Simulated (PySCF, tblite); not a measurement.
**C₅H₉FSi₂: geometry, infrared bands and NMR shifts**

Aim: predict the infrared bands and NMR shifts of C₅H₉FSi₂ (`CC1=C[SiH2]C=C[Si@@H]1F`).

Programs: tblite 0.8.0 and PySCF 2.14.0, with density-fitted response routines of our own. Each step states its level of theory. These are calculated values for one molecule in the gas phase, unless marked as measured. Atoms are numbered from 0 throughout.

**1. The starting structure**

17 atoms, charge 0, multiplicity 1; geometry from: force field or distance geometry start.

Bonds of the start (Å): C0–C1 1.48, C1–C2 1.34, C2–Si3 1.87, Si3–C4 1.86, C4–C5 1.34, C5–Si6 1.86, Si6–F7 1.67, Si6–C1 1.86, C0–H8 1.12, C0–H9 1.11, C0–H10 1.12, C2–H11 1.07, Si3–H12 1.44, Si3–H13 1.46, C4–H14 1.08, C5–H15 1.08, Si6–H16 1.45.

**2. Geometry optimisation with GFN2-xTB**

The job: settings as JSON, then the geometry in Å.

```
{"job": {"kind": "relax", "xc": "GFN2-xTB", "basis": "xTB"}, "charge": 0, "multiplicity": 1}
C      2.424600    -0.299800    -0.319100
C      0.945300    -0.295300    -0.256700
C      0.265300    -1.343200     0.227500
Si    -1.593900    -1.133000     0.220100
C     -1.859800     0.491400     1.084200
C     -1.159800     1.525600     0.600200
Si    -0.015200     1.193200    -0.832100
F     -0.987800     0.760700    -2.120900
H      2.791600     0.755500    -0.385000
H      2.813600    -0.915900    -1.152200
H      2.897300    -0.700500     0.616900
H      0.736900    -2.241400     0.581300
H     -2.151700    -1.044000    -1.103900
H     -2.185700    -2.179800     1.040800
H     -2.550000     0.608200     1.911500
H     -1.227500     2.521500     1.025100
H      0.850000     2.308800    -1.147500
```

Launch:

```console
OMP_NUM_THREADS=1 python probes_run.py task.json out
```

One launch serves the whole session: the jobs run in the order shown.

**Question.** This job is followed by: GFN2-xTB harmonic vibrations, gas phase; GIAO PBE0/pcSseg-1 NMR shielding, non-relativistic, gas phase. What will the session give for the following? strongest single infrared mode (GFN2-xTB); zero-point energy (GFN2-xTB); 13C shifts against TMS (PBE0/pcSseg-1); 1H shifts against TMS (PBE0/pcSseg-1, means over atoms taken as alike); 29Si shifts against TMS (PBE0/pcSseg-1); 19F shifts against CFCl3 (PBE0/pcSseg-1).

The runs gave:

| quantity | value |
| --- | --- |
| strongest single infrared mode (GFN2-xTB) | 2170 cm⁻¹, 384 km/mol |
| zero-point energy (GFN2-xTB) | 74.2 kcal/mol |
| 13C shifts against TMS (PBE0/pcSseg-1) | 167.4, 156.8, 155.3, 143.2, 31.2 ppm |
| 1H shifts against TMS (PBE0/pcSseg-1, means over atoms taken as alike) | 7.55, 7.51, 6.94, 5.24, 4.57, 4.54, 2.32 ppm |
| 29Si shifts against TMS (PBE0/pcSseg-1) | -24.9, -73.3 ppm |
| 19F shifts against CFCl3 (PBE0/pcSseg-1) | -201.9 ppm |

What this shows: Over 136 steps the energy fell by 0.558 eV; of the close pairs, Si6–F7 changed most, 1.672 to 1.625 Å. All 45 modes are real, so the xTB geometry is a minimum. The strongest single mode, at 2170 cm⁻¹, moves mainly H13. Unscaled tight-binding wavenumbers are off by several per cent, some by more. Its intensities can rank the bands wrongly.
